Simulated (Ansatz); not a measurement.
# SiGeH6: basis-set convergence

One table from this session's results is given with a row withheld; the runs are named, their logs left out.

Program: Ansatz 0.2.0, Gaussian basis. Level of theory: one geometry, several basis sets. These are calculated values, not measurements.

Plan: PBE0-D4/def2-SVP; ωB97M-V/def2-SVP; PBE0-D4/def2-QZVPP; ωB97M-V/def2-QZVPP; the functionals' def2-TZVPP values are taken from earlier runs.

## The geometry

The geometry comes from an earlier relaxation with PBE0-D4 in a triple-zeta def2 set; it is a stationary point, not always the lowest conformer.

SMILES `[SiH3][GeH3]`, 8 atoms, charge 0, spin multiplicity 1.

Atoms are counted from 1 here; the program's logs count them from 0.

Bond lengths: Si1–Ge2 2.378 Å, Si1–H3 1.487 Å, Si1–H4 1.487 Å, Si1–H5 1.487 Å, Ge2–H6 1.538 Å, Ge2–H7 1.538 Å, Ge2–H8 1.538 Å. Angles: Ge2–Si1–H3 110.1°, Ge2–Si1–H4 110.1°, Ge2–Si1–H5 110.1°, H3–Si1–H4 108.8°, H3–Si1–H5 108.8°, H4–Si1–H5 108.8°, Si1–Ge2–H6 110.6°, Si1–Ge2–H7 110.6°, Si1–Ge2–H8 110.6°, H6–Ge2–H7 108.3°, H6–Ge2–H8 108.3°, H7–Ge2–H8 108.3°.

The first run:

Input file in.yaml:

```yaml
crystal:
  periodic: [false, false, false]
  atoms:
    - {symbol: Si, position_ang: [-0.516739, 0.386456, -1.010152]}
    - {symbol: Ge, position_ang: [0.529718, -0.393822, 0.977364]}
    - {symbol: H, position_ang: [-1.894869, 0.857222, -0.710941]}
    - {symbol: H, position_ang: [-0.590820, -0.708397, -2.013252]}
    - {symbol: H, position_ang: [0.260842, 1.514521, -1.587442]}
    - {symbol: H, position_ang: [0.619058, 0.733613, 2.019449]}
    - {symbol: H, position_ang: [1.954267, -0.890474, 0.679093]}
    - {symbol: H, position_ang: [-0.269258, -1.556220, 1.590084]}
basis:
  gaussian: {orbitals: def2-SVP}
hamiltonian: {xc: pbe0, dispersion: d4}
output: {orbitals: {seedname: orbitals}}
```

Among the steps run: PBE0-D4 in def2-SVP; ωB97M-V in def2-SVP; PBE0-D4 in def2-QZVPP; ωB97M-V in def2-QZVPP.

One of the session's tables, all rows but one given; the rest of the session is left out.

It belongs to the step «Density functionals: the series». 

```
functional       basis  HOMO (eV)  LUMO (eV)
   PBE0-D4    def2-SVP      -8.33       0.66
   PBE0-D4  def2-TZVPP          ?          ?
   PBE0-D4  def2-QZVPP      -8.30       0.10
   ωB97M-V    def2-SVP     -10.33       2.56
   ωB97M-V  def2-TZVPP     -10.34       1.94
   ωB97M-V  def2-QZVPP     -10.33       1.35
```

Estimate the missing values for PBE0-D4, def2-TZVPP.

As computed: HOMO (eV): -8.30; LUMO (eV): 0.36.
